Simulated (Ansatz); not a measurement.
# The tin atom: a ladder of functionals and wavefunction methods

The task here is to estimate one member of a computed series from the others.

Program: Ansatz 0.2.0, Gaussian basis. Level of theory: functionals in def2-TZVPP, the program's frozen cores in correlated methods. These are calculated values, not measurements.

Levels to be run: LDA (SPW92), PBE, revPBE, BLYP, r2SCAN, B97M-V, PBE0, B3LYP, r2SCANh, r2SCAN0, HSE06, BHLYP, CAM-B3LYP, LC-ωPBE, ωB97X-V, ωB97M-V, B2PLYP, PBE-QIDH; CCSD(T)/def2-SVP; CCSD(T)/def2-TZVPP; CCSD(T)/def2-QZVPP; extrapolation to the limit; RPA on PBE.

## The atom

SMILES `[Sn]`, 1 atom, charge 0, spin multiplicity 3.

Sn takes the def2 core potential; no spin-orbit term is included.

Set-up of the first run:

Input file in.yaml:

```yaml
crystal:
  periodic: [false, false, false]
  atoms:
    - {symbol: Sn, position_ang: [0.000000, 0.000000, 0.000000]}
basis:
  gaussian: {orbitals: def2-TZVPP}
magnetization: {spin_polarized: true, initial_magnetization: 2}
hamiltonian: {xc: lda}
output: {orbitals: {seedname: orbitals}}
```

Steps of the session up to this table: LDA; PBE (GGA); revPBE (GGA); BLYP (GGA); r2SCAN (meta-GGA); B97M-V (meta-GGA); PBE0 (hybrid); B3LYP (hybrid); r2SCANh (hybrid); r2SCAN0 (hybrid); HSE06 (hybrid); BHLYP (hybrid); CAM-B3LYP (range-separated); LC-ωPBE (range-separated); ωB97X-V (range-separated); ωB97M-V (range-separated); B2PLYP (double hybrid); PBE-QIDH (double hybrid).

One table of the session follows, with a row left open; its other results are not shown here.

It belongs to the step «Frontier levels by functional». Levels are read from the orbital files that the runs wrote (highest filled and lowest empty over both spins):

```
 functional  HOMO (eV)  LUMO (eV)  gap (eV)
LDA (SPW92)      -4.15      -4.27     -0.12
        PBE      -4.10      -4.02      0.08
     revPBE      -4.07      -3.92      0.15
       BLYP      -3.84      -3.85     -0.01
     r2SCAN      -4.39      -3.90      0.49
     B97M-V      -4.12      -3.88      0.24
       PBE0      -5.02      -3.20      1.82
      B3LYP          ?          ?         ?
    r2SCANh      -4.73      -3.60      1.13
    r2SCAN0      -5.23      -3.15      2.08
      HSE06      -4.64      -3.58      1.06
      BHLYP      -5.68      -2.27      3.40
  CAM-B3LYP      -6.05      -2.09      3.96
    LC-ωPBE      -7.40      -1.04      6.37
    ωB97X-V      -6.92      -1.04      5.88
    ωB97M-V      -6.86      -1.22      5.64
```

**Question.** Estimate the row for B3LYP.

Worked estimate for «HOMO (eV)». Against the share of exact exchange, BLYP (0, -3.84), BHLYP (0.5, -5.68) give a slope of -3.68 per unit share; at 0.2 the line stands at -4.58.

As computed: HOMO (eV): -4.72; LUMO (eV): -3.36; gap (eV): 1.36. In «HOMO (eV)» the line misses by +0.14.

To keep in mind: A negative gap means that an empty level lies below a filled one: whole occupations of an open shell aren't an aufbau state there.
